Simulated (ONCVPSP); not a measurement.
# Li: the cost of one run

Method: ONCVPSP 4.0.1, PBEsol, scalar-relativistic.

### 1 The design

The settings as typed:

- element: lithium (Li, Z = 3)
- type: optimised norm-conserving Vanderbilt (ONCV)
- frozen core: none
- valence charge: 3
- reference configuration: 1s2 (charge +1)
- partial waves: 1s: rc 0.65 bohr, ncon 4, nbas 7, qcut 17.3 1/bohr, 3 projectors, debl 2.9 Ha; p scattering state at 0.36 Ha: rc 0.65 bohr, ncon 3, nbas 6, qcut 10.7 1/bohr, 2 projectors, debl 2.7 Ha
- local potential: polynomial inside 0.45 bohr (lpopt 4, dvloc0 -1 Ha)
- core correction: not asked for

The outer shells as boxes (Hund's rule for the drawing; the calculation is spin-unpolarised):

```
1s [↑↓]
```

An earlier all-electron run gives the scale for the radii.

All-electron outer shells of the reference configuration (PBEsol, scalar-relativistic, ld1.x):

```json
{"shell": "1s", "level (eV)": "-59.84", "outermost node (bohr)": "–", "outermost maximum (bohr)": "0.36"}
{"shell": "2s", "level (eV)": "-6.69", "outermost node (bohr)": "0.82", "outermost maximum (bohr)": "2.59"}
{"shell": "2p", "level (eV)": "-4.66", "outermost node (bohr)": "–", "outermost maximum (bohr)": "2.59"}
```

### 2 Generating the potential

Input file Li.dat:

```
# ATOM AND REFERENCE CONFIGURATION
# atsym  z   nc   nv     iexc    psfile
  Li 3.00    0    1  -116133      upf
#
#   n    l    f
    1    0    2.00
#
# PSEUDOPOTENTIAL AND OPTIMIZATION
# lmax
    1
#
#   l,   rc,      ep,       ncon, nbas, qcut
    0    0.65    0.00    4    7   17.30
    1    0.65    0.36    3    6   10.70
#
# LOCAL POTENTIAL
# lloc, lpopt,  rc(5),   dvloc0
    4    4    0.45   -1.00
#
# VANDERBILT-KLEINMAN-BYLANDER PROJECTORs
# l, nproj, debl
    0    3    2.90
    1    2    2.70
#
# MODEL CORE CHARGE
# icmod, fcfact, rcfact
    0    0.00    0.00
#
# LOG DERIVATIVE ANALYSIS
# epsh1, epsh2, depsh
   -4.00    5.00    0.02
#
# OUTPUT GRID
# rlmax, drl
    6.00    0.01
#
# TEST CONFIGURATIONS
# ncnf
    4
# nvcnf
#   n    l    f
    2
    1    0    2.00
    2    0    1.00
#
    2
    1    0    2.00
    2    0    0.50
#
    2
    1    0    2.00
    2    1    1.00
#
    2
    1    0    1.00
    2    0    1.00
#
```

The run is started by

```
$ oncvpsp.x < Li.dat > Li.out
```

**Question.** How long does this run take on 1 thread of Intel Xeon 6975P-C, shared host?

About 2.4 s.
